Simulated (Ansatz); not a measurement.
# C₂H₅AlO: one species, many methods

One table from this session's results is given with a row withheld; the runs are named, their logs left out.

The runs use Ansatz 0.2.0, Gaussian basis; functionals in def2-TZVPP, the program's frozen cores in correlated methods.

Levels to be run: LDA (SPW92), PBE-D4, revPBE-D4, BLYP-D4, r2SCAN-D4, B97M-V, PBE0-D4, B3LYP-D4, r2SCANh-D4, r2SCAN0-D4, HSE06-D4, BHLYP-D4, CAM-B3LYP-D4, LC-ωPBE, ωB97X-V, ωB97M-V, B2PLYP, PBE-QIDH; CCSD(T)/def2-SVP; CCSD(T)/def2-TZVPP; MP2/def2-QZVPP; extrapolation to the limit; RPA on PBE.

### The relaxed structure

All runs share one geometry, relaxed beforehand with PBE0-D4 in a triple-zeta def2 set.

SMILES `C=[CH][AlH][OH]`, 9 atoms, charge 0, spin multiplicity 1.

Atoms are counted from 1 here; the program's logs count them from 0.

Bond lengths: C1–C2 1.336 Å, C1–H5 1.089 Å, C1–H6 1.087 Å, C2–Al3 1.933 Å, C2–H7 1.090 Å, Al3–O4 1.700 Å, Al3–H8 1.586 Å, O4–H9 0.955 Å. Angles: C2–C1–H5 122.7°, C2–C1–H6 121.7°, H5–C1–H6 115.6°, C1–C2–Al3 120.8°, C1–C2–H7 116.9°, Al3–C2–H7 122.3°, C2–Al3–O4 115.0°, C2–Al3–H8 125.2°, O4–Al3–H8 119.9°, Al3–O4–H9 123.1°.

Coordinates:

```xyz
9

C     0.3182    1.2903   -0.9650
C     0.6184   -0.0073   -0.8663
Al   -0.0907   -1.0808    0.5764
O    -1.0936   -0.2460    1.6652
H     0.7001    1.9236   -1.7641
H    -0.3298    1.7825   -0.2437
H     1.2750   -0.4213   -1.6320
H     0.1963   -2.6254    0.7926
H    -1.5055   -0.6621    2.4198
```

Set-up of the first run:

Input file in.yaml:

```yaml
crystal:
  periodic: [false, false, false]
  atoms:
    - {symbol: C, position_ang: [0.318216, 1.290304, -0.964978]}
    - {symbol: C, position_ang: [0.618442, -0.007279, -0.866258]}
    - {symbol: Al, position_ang: [-0.090658, -1.080788, 0.576364]}
    - {symbol: O, position_ang: [-1.093560, -0.245953, 1.665220]}
    - {symbol: H, position_ang: [0.700101, 1.923609, -1.764149]}
    - {symbol: H, position_ang: [-0.329768, 1.782549, -0.243684]}
    - {symbol: H, position_ang: [1.274971, -0.421310, -1.631961]}
    - {symbol: H, position_ang: [0.196282, -2.625434, 0.792556]}
    - {symbol: H, position_ang: [-1.505525, -0.662099, 2.419789]}
basis:
  gaussian: {orbitals: def2-TZVPP}
hamiltonian: {xc: lda}
output: {orbitals: {seedname: orbitals}}
```

Run with:

```bash
$ ansatz run in.yaml --threads 2 --pin off --events-out ev --progress --plain --max-ram 4352MiB
```

Steps of the session up to this table: LDA; PBE-D4 (GGA); revPBE-D4 (GGA); BLYP-D4 (GGA); r2SCAN-D4 (meta-GGA); B97M-V (meta-GGA); PBE0-D4 (hybrid); B3LYP-D4 (hybrid); r2SCANh-D4 (hybrid); r2SCAN0-D4 (hybrid); HSE06-D4 (hybrid); BHLYP-D4 (hybrid); CAM-B3LYP-D4 (range-separated); LC-ωPBE (range-separated); ωB97X-V (range-separated); ωB97M-V (range-separated); B2PLYP (double hybrid); PBE-QIDH (double hybrid).

One of the session's tables, all rows but one given; the rest of the session is left out.

It belongs to the step «Orbital energies across the functionals». 

| functional | HOMO (eV) | gap (eV) |
| --- | --- | --- |
| LDA (SPW92) | -6.74 | 4.49 |
| PBE-D4 | -6.69 | 4.67 |
| revPBE-D4 | -6.65 | 4.73 |
| BLYP-D4 | -6.61 | 4.72 |
| r2SCAN-D4 | -6.97 | 5.18 |
| B97M-V | -7.03 | 5.18 |
| PBE0-D4 | -7.96 | 6.80 |
| B3LYP-D4 | -7.70 | 6.33 |
| r2SCANh-D4 | -7.45 | 5.98 |
| r2SCAN0-D4 | -8.10 | 7.08 |
| HSE06-D4 | -7.55 | 6.02 |
| BHLYP-D4 | -8.85 | 8.57 |
| CAM-B3LYP-D4 | ? | ? |
| LC-ωPBE | -10.71 | 11.67 |
| ωB97X-V | -10.29 | 11.15 |
| ωB97M-V | -10.21 | 10.85 |

Estimate the missing values for CAM-B3LYP-D4.

The run gave: HOMO (eV): -9.26; gap (eV): 9.11. In the column «HOMO (eV)» it lies between ωB97M-V (-10.21) and BHLYP-D4 (-8.85).
